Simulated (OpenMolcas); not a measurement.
# SVWN5/pcseg-1 run of SiSe (SMILES [Si][Se])

We compute a geometry optimisation of SiSe. 

The results are computed with OpenMolcas 26.06.

1 further run of the same task is left out (set aside as unsound or not needed).

**1. Starting point**

The species is SiSe (2 atoms), meant as a singlet with charge 0. As SMILES, `[Si][Se]`. The coordinates come from a PBE0-D4/def2-TZVP relaxation. The run starts from this shape.

Bond lengths: Si1–Se2 2.062 Å.

**2. A structure relaxation at SVWN5/pcseg-1**

The input, struct.xyz:

```xyz
2

Si     0.000000     0.000000     0.031440
Se     0.000000     0.000000     2.093090
```

The input, job.input:

```
&GATEWAY
  BasLib
  $CurrDir
  Coord
  struct.xyz
  Basis
  pcseg-1
  Group
  NoSym
>>> EXPORT MOLCAS_MAXITER=40
>>> Do While

&SEWARD

&SCF
  KSDFT
  SVWN5
  PrOrbitals
  0

&SLAPAF
>>> EndDo
```

The basis set pcseg-1 is read from a file made from the Basis Set Exchange's data (not shown).

The run is started by

```console
$ export MOLCAS_MEM=1860
$ pymolcas job.input > job.log
```

Standard output:

```text
--- Start Module: gateway ---

                                              &GATEWAY

                       available to each process: 1.9 GB of memory, 1 thread

 Basis Set     1 Label: SI.PCSEG-1
 Basis set is read from library:.
 basistype.tbl is not found

 Basis Set     2 Label: SE.PCSEG-1
 Basis set is read from library:.
 basistype.tbl is not found

++    Symmetry information:
      ---------------------

                    Character Table for C1

                             E
                    a        1  x, y, xy, Rz, z, xz, Ry, yz, Rx, I
--

++    Basis set information:
      ----------------------

      Basis set label: SI.PCSEG-1.........

      Electronic valence basis set:
      ------------------
      Associated Effective Charge  14.000000 au
      Associated Actual Charge     14.000000 au
      Nuclear Model: Point charge

      Shell  nPrim  nBasis  Cartesian Spherical Contaminant
         s      12       4        X
         p       9       3        X
         d       1       1                 X

      Basis set label: SE.PCSEG-1.........

      Electronic valence basis set:
      ------------------
      Associated Effective Charge  34.000000 au
      Associated Actual Charge     34.000000 au
      Nuclear Model: Point charge

      Shell  nPrim  nBasis  Cartesian Spherical Contaminant
         s      14       5        X
         p      11       4        X
         d       7       2                 X
--

++    Molecular structure info:
      -------------------------

                    ************************************************
                    **** Cartesian Coordinates / bohr, angstrom ****
                    ************************************************

     Center  Label                x              y              z                     x              y              z
        1      SI1              0.000000       0.000000       0.059413              0.000000       0.000000       0.031440
        2      SE2              0.000000       0.000000       3.955367              0.000000       0.000000       2.093090
--

            Nuclear Potential Energy            122.17803809 au

--- Stop Module: gateway /rc=_RC_ALL_IS_WELL_ ---

>>> EXPORT MOLCAS_MAXITER = 40

--- Start Module: seward ---

                                              &SEWARD

                       available to each process: 1.9 GB of memory, 1 thread

               SEWARD will generate:
                  Multipole Moment integrals up to order  2
                  Kinetic Energy integrals
                  Nuclear Attraction integrals (point charge)
                  One-Electron Hamiltonian integrals
                  Velocity integrals
                  Orbital angular momentum around (  0.0000   0.0000   2.9451 )
                  Velocity quadrupole around (  0.0000   0.0000   2.9451 )
                  Two-Electron Repulsion integrals

                   Integrals are discarded if absolute value <: 1.00E-14
                   Integral cutoff threshold is set to       <: 1.00E-16

            Nuclear Potential Energy            122.17803809 au

      Basis set specifications :
      Symmetry species         a
      Basis functions           45

--- Stop Module: seward /rc=_RC_ALL_IS_WELL_ ---

--- Start Module: scf ---

                                                &SCF

                       available to each process: 1.9 GB of memory, 1 thread

 ###############################################################################
 ###     Minimized-density-differences option turned off!                    ###
 ###############################################################################
++    Input section:
      --------------

      Header of the integral files:

      Cartesian coordinates in angstrom:
      -----------------------------------------------------
      No.  Label        X            Y            Z
      -----------------------------------------------------
       1   SI1        0.00000000   0.00000000   0.03144000
       2   SE2        0.00000000   0.00000000   2.09309000
      -----------------------------------------------------
      Nuclear repulsion energy =  122.17803809
--

++    Orbital specifications:
      -----------------------

      Symmetry species               1
                                     a
      Frozen orbitals                0
      Occupied orbitals             24
      Secondary orbitals            21
      Deleted orbitals               0
      Total number of orbitals      45
      Number of basis functions     45
--

      Molecular charge                           0.000

      Numerical integration parameters
      --------------------------------
      Radial quadrature type:                         MHL
      Size of radial grid:                            75
      Lebedev angular grid:                           29
      Angular grid pruned with the crowding factor:  3.00E+00
                                 and fading factor:  6.00E+00
      Screening threshold for integral computation:   1.00E-11
      Radial quadrature accuracy:                     1.00E-25
      Maximum batch size:                             128
      AO values are stored on disk
      The same grid will be used for all iterations.

      DFT functional specifications
      -----------------------------
      Using Libxc version: 6.2.2
      Please cite the following reference:
      S. Lehtola, C. Steigemann, M. J.T. Oliveira, and M. A.L. Marques.,  SoftwareX 7, 1–5 (2018) doi:10.1016/j.softx.2017.11.002

[... 28 lines left out ...]
++ Convergence information
                                   SVWN5      iterations: Energy and convergence statistics
[... 19 lines left out ...]
       Convergence after  12 Iterations
[... 3 lines left out ...]
 *                                             SCF/KS-DFT Program, Final results                                             *
 *                                                       Final Results                                                       *
[... 36 lines left out ...]
      Dipole Moment (debye):
[... 76 lines left out ...]
 Convergence test a la Schlegel.
 Convergence criterion on gradient/para.<=: 3.0E-04
 Convergence criterion on step/parameter<=: 3.0E-04
 Convergence criterion on energy change <=: 0.0E+00
[... 17 lines left out ...]
  force constant weighted redundant internal coordinates.
[... 16 lines left out ...]
Iter      Energy       Change     Norm      Max    Element    Max     Element     Final Energy Update Update   Index
[... 4 lines left out ...]
       +  Value      Threshold Converged? +  Value      Threshold Converged? +
[... 6 lines left out ...]
 Convergence not reached yet!
[... 63 lines left out ...]
Iter      Energy       Change     Norm      Max    Element    Max     Element     Final Energy Update Update   Index
[... 5 lines left out ...]
       +  Value      Threshold Converged? +  Value      Threshold Converged? +
[... 6 lines left out ...]
 Convergence not reached yet!
[... 48 lines left out ...]
Iter      Energy       Change     Norm      Max    Element    Max     Element     Final Energy Update Update   Index
[... 6 lines left out ...]
       +  Value      Threshold Converged? +  Value      Threshold Converged? +
[... 6 lines left out ...]
 Convergence not reached yet!
[... 48 lines left out ...]
Iter      Energy       Change     Norm      Max    Element    Max     Element     Final Energy Update Update   Index
[... 7 lines left out ...]
       +  Value      Threshold Converged? +  Value      Threshold Converged? +
[... 6 lines left out ...]
 Geometry is converged in   4 iterations to a Minimum Structure
[... 7 lines left out ...]
  Geometrical information of the final structure
[... 2 lines left out ...]
  NOTE: on convergence the final predicted structure will be printed here.
[... 3 lines left out ...]
 * Nuclear coordinates of the final structure / bohr     *
[... 6 lines left out ...]
 * Nuclear coordinates of the final structure / angstrom *
[... 25 lines left out ...]
                                            &LAST_ENERGY

                       available to each process: 1.9 GB of memory, 1 thread

    Geometry read from RUNFILE

               SEWARD will generate:
                  Multipole Moment integrals up to order  2
                  Kinetic Energy integrals
                  Nuclear Attraction integrals (point charge)
                  One-Electron Hamiltonian integrals
                  Velocity integrals
                  Orbital angular momentum around (  0.0000   0.0000   2.9451 )
                  Velocity quadrupole around (  0.0000   0.0000   2.9533 )
                  Two-Electron Repulsion integrals

                   Integrals are discarded if absolute value <: 1.00E-14
                   Integral cutoff threshold is set to       <: 1.00E-16

            Nuclear Potential Energy            121.11824657 au

      Basis set specifications :
      Symmetry species         a
      Basis functions           45

 ###############################################################################
 ###     Minimized-density-differences option turned off!                    ###
 ###############################################################################
++    Input section:
      --------------

      Header of the integral files:

      Cartesian coordinates in angstrom:
      -----------------------------------------------------
      No.  Label        X            Y            Z
      -----------------------------------------------------
       1   SI1        0.00000000   0.00000000   0.02242022
       2   SE2        0.00000000   0.00000000   2.10210978
      -----------------------------------------------------
      Nuclear repulsion energy =  121.11824657
--

++    Orbital specifications:
      -----------------------

      Symmetry species               1
                                     a
      Frozen orbitals                0
      Occupied orbitals             24
      Secondary orbitals            21
      Deleted orbitals               0
      Total number of orbitals      45
      Number of basis functions     45
--

      Molecular charge                           0.000

      Numerical integration parameters
      --------------------------------
      Radial quadrature type:                         MHL
      Size of radial grid:                            75
      Lebedev angular grid:                           29
      Angular grid pruned with the crowding factor:  3.00E+00
                                 and fading factor:  6.00E+00
      Screening threshold for integral computation:   1.00E-11
      Radial quadrature accuracy:                     1.00E-25
      Maximum batch size:                             128
      AO values are stored on disk
      The same grid will be used for all iterations.

      DFT functional specifications
      -----------------------------
      Using Libxc version: 6.2.2
      Please cite the following reference:
      S. Lehtola, C. Steigemann, M. J.T. Oliveira, and M. A.L. Marques.,  SoftwareX 7, 1–5 (2018) doi:10.1016/j.softx.2017.11.002

      * Slater exchange
        - P. A. M. Dirac.,  Math. Proc. Cambridge Philos. Soc. 26, 376 (1930) doi:10.1017/S0305004100016108
        - F. Bloch.,  Z. Phys. 57, 545 (1929) doi:10.1007/BF01340281
      * Vosko, Wilk & Nusair (VWN5)

++    Optimization specifications:
      ----------------------------

      SCF Algorithm: Conventional
      D(i)-D(i-1) density differences are used
      Number of density matrices in core                 5
      Maximum number of NDDO SCF iterations            400
      Maximum number of HF SCF iterations              400
      Threshold for SCF energy change             1.00E-09
      Threshold for density matrix                1.00E-04
      Threshold for Fock matrix                   1.50E-04
      Threshold for linear dependence             1.00E-09
      Threshold at which DIIS is turned on        1.50E-01
      Maximum depth in the DIIS procedure                5
      Maximum depth in the BFGS Hessian update          30
      Threshold at which QNR/C2DIIS is turned on  7.50E-02
      Threshold for Norm(delta) (QNR/C2DIIS)      1.00E-03
      All orbitals punched on: SCFORB
--

      Detected old SCF orbitals

++ Convergence information
                                   SVWN5      iterations: Energy and convergence statistics

Iter     Tot. SVWN5      One-elec.       Two-elec.     Energy      Max Dij or  Max Fij      DNorm      TNorm      AccCon     Time
         Energy          Energy          Energy        Change      Delta Norm                                                in Sec.

 The total and one-electron energies are shifted by a value of      2000. a.u.

   1  -686.242078364 -2089.543654602  1282.183329666   0.00E+00    1.95E-08    7.54E-09     1.34E+01   3.38E+02   None         0.
   2  -686.242078364 -2089.543653557  1282.183328621  -4.55E-13    1.70E-08    3.42E-10     2.24E-07   3.38E+02   EDIIS        0.

       Convergence after   2 Iterations
--

 *****************************************************************************************************************************
 *                                             SCF/KS-DFT Program, Final results                                             *
 *                                                       Final Results                                                       *
 *****************************************************************************************************************************

::    Total KS-DFT energy                           -2686.2420783639
      One-electron energy                           -4089.5436535575
      Two-electron energy                            1282.1833286213
      Nuclear repulsion energy                        121.1182465723
      Kinetic energy (interpolated)                  2688.4577517077
      Virial theorem                                    0.9991758571
      Total spin, S(S+1)                                0.0000000000
      Total spin, S                                     0.0000000000
      Max non-diagonal density matrix element           0.0000000170
      Max non-diagonal Fock matrix element              0.0000000003

      No orbitals printed

++    Molecular charges:
      ------------------

      Mulliken charges per centre
      ---------------------------

                SI1     SE2
      Total   13.7582 34.2418

      N-E      0.2418 -0.2418

      Total electronic charge=   48.000000

      Total            charge=   -0.000000
--

++    Molecular properties:
      ---------------------

      Charge (e):
                      =   -0.0000
      Dipole Moment (debye):
      Origin of the operator (angstrom)=    0.0000    0.0000    1.5628
                   X= -1.2839E-15               Y= -6.5080E-15               Z= -1.1176E+00           Total=  1.1176E+00
      Quadrupole Moment (debye*angstrom):
      Origin of the operator (angstrom)=    0.0000    0.0000    1.5628
                  XX= -3.0847E+01              XY=  4.3609E-16              XZ=  1.2164E-14              YY= -3.0847E+01
                  YZ=  1.1863E-14              ZZ= -3.0017E+01
      In traceless form (debye*angstrom)
                  XX= -4.1498E-01              XY=  6.5414E-16              XZ=  1.8245E-14              YY= -4.1498E-01
                  YZ=  1.7794E-14              ZZ=  8.2996E-01
--

--- Stop Module: last_energy /rc=_RC_ALL_IS_WELL_ ---

>>> END DO

.##################.
.# Happy landing! #.
.##################.

    Timing: Wall=9.04 User=7.20 System=1.79
```

It took 9.3 s on 1 thread of Intel Xeon 6975P-C (Granite Rapids), shared host; peak memory 0.38 GiB.

Step by step:

```
step  energy from the first frame kept (eV)  largest force (eV/Å)
   0                                 0.0000                0.4662
   1                                -0.0021                0.3294
   2                                -0.0042                0.0117
   3                                -0.0042                0.0000
```

After the run. Bond lengths: Si1–Se2 2.080 Å.

**3. Summary of results**

Level: SVWN5/pcseg-1.

| quantity | value |
| --- | --- |
| total energy at the end | -2686.24208 Eh |
| dipole moment | 1.12 D |
| HOMO energy | -6.87 eV |
| LUMO energy | -3.33 eV |
| HOMO–LUMO gap | 3.53 eV |
| bond length | 2.080 Å |

At the final geometry: Bond lengths: Si1–Se2 2.080 Å. The optimisation took 3 steps and changed the energy by -0.004 eV.
